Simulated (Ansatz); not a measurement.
# CH5AsSi (SMILES C1[SiH2][AsH]1) at RPA@SVWN5/STO-6G (density fitting with def2-universal-jkfit)

What is the energy change on altering one bond length of CH5AsSi at RPA@SVWN5/STO-6G (density fitting with def2-universal-jkfit)? 

The calculation is run with Ansatz 0.2.0.

5 further runs of the same task are left out: 2 for a known fault of the program, 3 set aside as unsound or not needed.

**1. The system as given**

CH5AsSi has 8 atoms, charge 0, and is taken as a singlet. SMILES: `C1[SiH2][AsH]1`. Geometry: relaxed at PBE0-D4/def2-TZVP.

Bond lengths: C1–Si2 1.843 Å, C1–As3 2.046 Å, Si2–As3 2.317 Å, C1–H4 1.084 Å, C1–H5 1.086 Å, Si2–H6 1.480 Å, Si2–H7 1.479 Å, As3–H8 1.526 Å. Some angles: C1–Si2–As3 57.6°, Si2–C1–As3 72.9°, C1–As3–Si2 49.5°, C1–Si2–H6 117.5°, C1–Si2–H7 118.2°, As3–Si2–H6 118.8°, As3–Si2–H7 119.8°, Si2–C1–H4 121.0°, Si2–C1–H5 118.1°, As3–C1–H4 114.8°.

**2. A single-point energy at RPA@SVWN5/STO-6G (density fitting with def2-universal-jkfit)**

Contents of molecule.yaml:

```yaml
crystal:
  periodic: [false, false, false]
  atoms:
    - {symbol: C, position_ang: [-0.770300, 0.017900, -0.576000]}
    - {symbol: Si, position_ang: [0.707800, 0.663100, 0.315700]}
    - {symbol: As, position_ang: [-0.538100, -1.122700, 1.107200]}
    - {symbol: H, position_ang: [-0.667200, -0.524000, -1.509300]}
    - {symbol: H, position_ang: [-1.690700, 0.591800, -0.522300]}
    - {symbol: H, position_ang: [0.581300, 1.973900, 0.990500]}
    - {symbol: H, position_ang: [2.040800, 0.422300, -0.277100]}
    - {symbol: H, position_ang: [0.428400, -2.079400, 0.415600]}
basis:
  gaussian: {orbitals: STO-6G.json, fitting: {mean_field: def2-universal-jkfit}}
hamiltonian: {xc: {name: SVWN5}}
accuracy: high
total_charge: 0
correlation: {method: rpa, electrons: outside_noble_gas}
output: {orbitals: {seedname: orbitals}}
```

The basis set STO-6G is read from a file made from the Basis Set Exchange's data (not shown).

Command:

```bash
$ ansatz run molecule.yaml --threads 1 --pin off --max-ram 2610MiB --events-out events.jsonl --progress --plain --runs-dir runs
```

Output:

```text
Warning: RAYON_NUM_THREADS=1 ignored (pool sized by the plan → 1); use --threads N
Functional definition: SVWN5
  name "SVWN5"
  exchange = slater_x
  correlation = vwn5_c
559 factors; integrals over basis functions are off by at most 5.4e-3 eV
mean field evaluation 1: about -69339.7764 eV, gradient 2.1e1 eV
mean field evaluation 2: about -69339.7756 eV, gradient 2.1e1 eV
mean field evaluation 4: about -69341.2640 eV, gradient 3.4e0 eV
mean field evaluation 8: about -69341.3099 eV, gradient 6.6e-2 eV
mean field evaluation 16: about -69341.3099 eV, gradient 5.0e-7 eV
mean field -69341.30987660 eV, -2548.2461367373 hartree, gradient 7.8e-8 eV, S^2 0.000000; 0 other end points of the search recorded, 0 dependent functions left out
20 core orbitals not correlated, not the lowest: weight in the atoms' cores, before any rotation towards them, 0.693 or more for the frozen orbitals, at most 0.559 for the correlated occupied ones
reference -69419.24939838 eV, -2551.1103613333 hartree; 9, 9 occupied and 8, 8 virtual orbitals, 559 factors
Total energy: -69426.79992639 eV, -2551.3878381195 hartree
```

Run time: 3.9 s. Hardware: 1 thread of Intel Xeon Platinum 8259CL at 2.50GHz (Skylake/Cascade Lake), shared host; peak memory 0.28 GiB.

**3. The distorted shape at the same level**

Contents of molecule.yaml:

```yaml
crystal:
  periodic: [false, false, false]
  atoms:
    - {symbol: C, position_ang: [-0.757649, -0.113193, -0.643487]}
    - {symbol: Si, position_ang: [0.720451, 0.532007, 0.248213]}
    - {symbol: As, position_ang: [-0.525449, -1.253793, 1.039713]}
    - {symbol: H, position_ang: [-0.654549, -0.655093, -1.576787]}
    - {symbol: H, position_ang: [-1.678049, 0.460707, -0.589787]}
    - {symbol: H, position_ang: [0.581300, 1.973900, 0.990500]}
    - {symbol: H, position_ang: [2.053451, 0.291207, -0.344587]}
    - {symbol: H, position_ang: [0.441051, -2.210493, 0.348113]}
basis:
  gaussian: {orbitals: STO-6G.json, fitting: {mean_field: def2-universal-jkfit}}
hamiltonian: {xc: {name: SVWN5}}
accuracy: high
total_charge: 0
correlation: {method: rpa, electrons: outside_noble_gas}
output: {orbitals: {seedname: orbitals}}
```

The basis set STO-6G is read from a file made from the Basis Set Exchange's data (not shown).

Command:

```bash
$ ansatz run molecule.yaml --threads 1 --pin off --max-ram 2610MiB --events-out events.jsonl --progress --plain --runs-dir runs
```

Output:

```text
Warning: RAYON_NUM_THREADS=1 ignored (pool sized by the plan → 1); use --threads N
[... 4 set-up lines as earlier in the session ...]
559 factors; integrals over basis functions are off by at most 6.2e-3 eV
mean field evaluation 1: about -69339.3806 eV, gradient 2.1e1 eV
mean field evaluation 2: about -69339.3803 eV, gradient 2.1e1 eV
mean field evaluation 4: about -69340.9518 eV, gradient 3.3e0 eV
mean field evaluation 8: about -69340.9955 eV, gradient 8.0e-2 eV
mean field evaluation 16: about -69340.9955 eV, gradient 6.4e-7 eV
mean field -69340.99554331 eV, -2548.2345852019 hartree, gradient 3.5e-9 eV, S^2 0.000000; 0 other end points of the search recorded, 0 dependent functions left out
20 core orbitals not correlated, not the lowest: weight in the atoms' cores, before any rotation towards them, 0.668 or more for the frozen orbitals, at most 0.585 for the correlated occupied ones
reference -69418.78559760 eV, -2551.0933169690 hartree; 9, 9 occupied and 8, 8 virtual orbitals, 559 factors
Total energy: -69426.50243436 eV, -2551.3769054893 hartree
```

It took 2.9 s on 1 thread of Intel Xeon Platinum 8259CL at 2.50GHz (Skylake/Cascade Lake), shared host; peak memory 0.28 GiB.

**4. Outcome**

At RPA@SVWN5/STO-6G (density fitting with def2-universal-jkfit), 20 core orbitals frozen:

| quantity | value |
| --- | --- |
| first shape: total energy | -2551.38784 Eh |
| first shape: HOMO energy (SVWN5 Kohn–Sham orbitals) | -3.22 eV |
| first shape: LUMO energy (SVWN5 Kohn–Sham orbitals) | 2.96 eV |
| first shape: HOMO–LUMO gap (SVWN5 Kohn–Sham orbitals) | 6.18 eV |
| first shape: RPA correlation energy (valence) | -277.5 mEh |
| distorted shape: total energy | -2551.37691 Eh |
| distorted shape: HOMO energy (SVWN5 Kohn–Sham orbitals) | -3.22 eV |
| distorted shape: LUMO energy (SVWN5 Kohn–Sham orbitals) | 2.87 eV |
| distorted shape: HOMO–LUMO gap (SVWN5 Kohn–Sham orbitals) | 6.09 eV |
| distorted shape: RPA correlation energy (valence) | -283.6 mEh |
| energy change with the Si2–H6 bond stretched from 1.480 to 1.628 Å | 0.297 eV |

With the Si2–H6 bond stretched from 1.480 to 1.628 Å the energy rises by 0.30 eV (6.9 kcal/mol). The first shape isn't relaxed at this level, so the change isn't measured from a minimum. The minimal basis adds a large error of its own.
